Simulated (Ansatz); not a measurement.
## H5NSeSn, SMILES [NH2][SnH2][SeH]: a polarisability from point charges

Run with Ansatz 0.2.0 through its Python package.

`run_field.py`:
```python
# -*- coding: utf-8 -*-
"""Dipole of H5NSeSn in the field of point charges."""

import ansatz as az
from ase import Atoms
import numpy as np

atoms = Atoms(["N", "Sn", "Se", "H", "H", "H", "H", "H"], positions=[
    [-1.193, 0.276, -0.8182],
    [0.4657, 0.3758, 0.3154],
    [1.3511, -1.9855, 0.5758],
    [-1.4563, 1.3229, -0.9904],
    [-0.9628, -0.0697, -1.7788],
    [0.0935, 1.0616, 1.8892],
    [1.6936, 1.3827, -0.4718],
    [0.1005, -2.4209, 1.2229],
])
molecule = az.Crystal.molecule_from_ase(atoms)

model = molecule.calculation()
model = model.basis(gaussian="def2-SVPD")
model = model.functional("pbe").forces()
# charges +q and -q at -R and +R make a nearly even field 2 k q / R^2 at the centre
centre = np.mean([site.position_ang for site in molecule.cartesian_sites], axis=0)
field = 2 * 14.399645 * 2.0 / 30.0 ** 2


def dipole(axis, sign):
    arm = 30.0 * np.eye(3)[axis]
    pair = [{"charge": sign * 2.0, "position_ang": (centre - arm).tolist()}, {"charge": -sign * 2.0, "position_ang": (centre + arm).tolist()}]
    deck = model.input().set(az.key.basis.gaussian.point_charges, pair)
    return np.array(az.Session.from_dict(deck).plan().execute().report["charge_distribution"]["dipole_moment_e_ang"])


print(f"field {field:.4f} V/A")
alpha = np.array([(dipole(axis, 1) - dipole(axis, -1)) / (2 * field) * 14.399645 for axis in range(3)])
print("polarisability tensor (A^3)")
print(np.array2string(alpha, precision=3, suppress_small=True))
print(f"mean {np.trace(alpha) / 3:.3f} A^3 = {np.trace(alpha) / 3 / 0.14818471:.2f} bohr^3")
```

```console
$ python run_field.py
field 0.0640 V/A
polarisability tensor (A^3)
[[11.962 -1.123  0.702]
 [-1.141 14.641 -0.603]
 [ 0.697 -0.584 11.558]]
mean 12.720 A^3 = 85.84 bohr^3
```

What to keep in mind:
- These settings explore the input space; basis and method may be short of convergence.
- The geometry is a force-field or estimated start, not a minimum of this method, and the basis set is short of its limit. The field of two point charges is only nearly even.
- def2 sets replace the cores of elements past krypton by effective core potentials.
- Hardware and time: 24 s on 1 thread of Arm Neoverse V2 (shared host), peak memory 0.25 GiB.

(A comment or docstring line of the script was reworded after the run, the code is as it ran; lines on the test bed's own set-up are left out of the output.)
